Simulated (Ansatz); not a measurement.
# Bi: the cost of one run

Program: Ansatz 0.2.0. Level of theory: DFT PBE, scalar-relativistic, plane waves, PAW. These are calculated values, not measurements.

### Step 1. The system as given

It takes space group P4/mmm (No. 123, tetragonal). Conventional cell: a = 3.418 Å, b = 3.418 Å, c = 14.000 Å, α = 90.00°, β = 90.00°, γ = 90.00°. Around Bi (site symmetry 4/mmm) lie 4 Bi at 3.42 Å.

Structure file:

```cif
data_structure
_symmetry_space_group_name_H-M 'P4/mmm'
_symmetry_Int_Tables_number 123
_cell_length_a 3.4176
_cell_length_b 3.4176
_cell_length_c 14.0000
_cell_angle_alpha 90.000
_cell_angle_beta 90.000
_cell_angle_gamma 90.000
_cell_volume 163.52
loop_
_atom_site_label
_atom_site_type_symbol
_atom_site_symmetry_multiplicity
_atom_site_Wyckoff_symbol
_atom_site_fract_x
_atom_site_fract_y
_atom_site_fract_z
_atom_site_occupancy
Bi1 Bi 1 d 0.50000 0.50000 0.50000 1
```

A structure generator made this guess: random sheet by layer group and Wyckoff sites. Its size is a rough estimate.

It is a sheet, periodic along a and b, with vacuum along c; volumes and pressures of the box carry no meaning, and space groups named for it are those of the box.

### Step 2. A first look at the guess

File input.yaml:

```yaml
crystal:
  lattice:
    - [3.417623, 0.0, 0.0]
    - [0.0, 3.417623, 0.0]
    - [0.0, 0.0, 14.0]
  atoms:
    - { symbol: Bi, position: [0.5, 0.5, 0.5] }
  periodic: [true, true, false]
basis:
  ecutwfc: 420
kpoints:
  mp_grid: { grid: [6, 6, 1] }
hamiltonian:
  xc: pbe
scf:
  occupations: { method: gaussian, width: 0.1 }
  lower_state_search: "off"
output:
  forces: true
  stress: true
  eigenvalues: true
```

Run with:

```sh
$ ansatz run input.yaml --threads 1 --pin off --max-ram 2048MiB --backend cpu --events-out ev --progress --plain --runs-dir out
```

**Question.** How long does this run take on 1 thread of Arm Neoverse V2, shared host, and how much memory does it need?

About 2.7 s, with a peak of 0.38 GiB.
